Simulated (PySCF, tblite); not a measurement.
# C₄H₁₅FSi₃: geometry, infrared bands and NMR shifts

Wanted: the infrared bands and NMR shifts of C₄H₁₅FSi₃ (`CC[Si@H](C[SiH3])[SiH2]CF`), by calculation.

Programs: tblite 0.8.0 and PySCF 2.14.0, with density-fitted response routines of our own. Each step states its level of theory. These are calculated values for one molecule in the gas phase, unless marked as measured. Atoms are numbered from 0 throughout.

## Step 1: Starting geometry

23 atoms, charge 0, multiplicity 1; geometry from: force field or distance geometry start.

Bonds of the start (Å): C0–C1 1.51, C1–Si2 1.89, Si2–C3 1.84, C3–Si4 1.84, Si2–Si5 2.32, Si5–C6 1.84, C6–F7 1.36, C0–H8 1.10, C0–H9 1.10, C0–H10 1.10, C1–H11 1.09, C1–H12 1.11, Si2–H13 1.50, C3–H14 1.10, C3–H15 1.10, Si4–H16 1.48, Si4–H17 1.49, Si4–H18 1.48, Si5–H19 1.49, Si5–H20 1.48, C6–H21 1.09, C6–H22 1.11.

## Step 2: Geometry optimisation with GFN2-xTB

Job settings and geometry (Å):

```
{"job": {"kind": "relax", "xc": "GFN2-xTB", "basis": "xTB"}, "charge": 0, "multiplicity": 1}
C     -2.221800     1.765800     1.082100
C     -0.766600     1.649800     0.687600
Si    -0.358900     0.282100    -0.551400
C     -0.771600    -1.372900     0.145800
Si    -0.687600    -2.647100    -1.180900
Si     1.893600     0.496100    -1.060300
C      2.857600     0.229400     0.484100
F      2.540800    -0.983500     1.019300
H     -2.359700     2.587100     1.795300
H     -2.603500     0.851400     1.560900
H     -2.860500     1.972300     0.206900
H     -0.433300     2.601300     0.285300
H     -0.177600     1.469000     1.614500
H     -1.172900     0.554900    -1.777100
H     -0.088500    -1.622600     0.972100
H     -1.781700    -1.368700     0.593600
H     -1.033300    -3.974800    -0.632400
H     -1.652200    -2.349700    -2.276200
H      0.678200    -2.731800    -1.756800
H      2.148900     1.867100    -1.584900
H      2.265600    -0.469900    -2.116700
H      3.934100     0.232400     0.307200
H      2.646200     0.989500     1.261200
```

On the command line:

```
> OMP_NUM_THREADS=1 python probes_run.py task.json out
```

This one command runs all jobs of the session in turn.

**Question.** This job is followed by: GFN2-xTB harmonic vibrations, gas phase; GIAO PBE0/pcSseg-1 NMR shielding, non-relativistic, gas phase. Predict these results of the whole session: strongest single infrared mode (GFN2-xTB); zero-point energy (GFN2-xTB); 13C shifts against TMS (PBE0/pcSseg-1); 1H shifts against TMS (PBE0/pcSseg-1, means over atoms taken as alike); 29Si shifts against TMS (PBE0/pcSseg-1); 19F shifts against CFCl3 (PBE0/pcSseg-1).

**Answer**, as computed:

| quantity | value |
| --- | --- |
| strongest single infrared mode (GFN2-xTB) | 2234 cm⁻¹, 421 km/mol |
| zero-point energy (GFN2-xTB) | 106.4 kcal/mol |
| 13C shifts against TMS (PBE0/pcSseg-1) | 79.2, 12.2, 9.6, -12.9 ppm |
| 1H shifts against TMS (PBE0/pcSseg-1, means over atoms taken as alike) | 5.34, 5.05, 4.16, 4.11, 4.01, 3.58, 1.25, 0.89, 0.78, 0.20, -0.02 ppm |
| 29Si shifts against TMS (PBE0/pcSseg-1) | -36.7, -74.0, -82.0 ppm |
| 19F shifts against CFCl3 (PBE0/pcSseg-1) | -292.8 ppm |

In words: The optimisation took 70 steps and gained 0.311 eV; among the close pairs (by a distance rule), Si5–C6 changed most, from 1.840 to 1.926 Å. No mode is imaginary among the 63: a minimum at this level. The strongest single mode, at 2234 cm⁻¹, moves mainly H16. Unscaled tight-binding wavenumbers are off by several per cent, some by more. Its intensities can rank the bands wrongly. At PBE0/pcSseg-1: The widest tensor belongs to C6: span 135 ppm, with a paramagnetic part of -139 ppm.
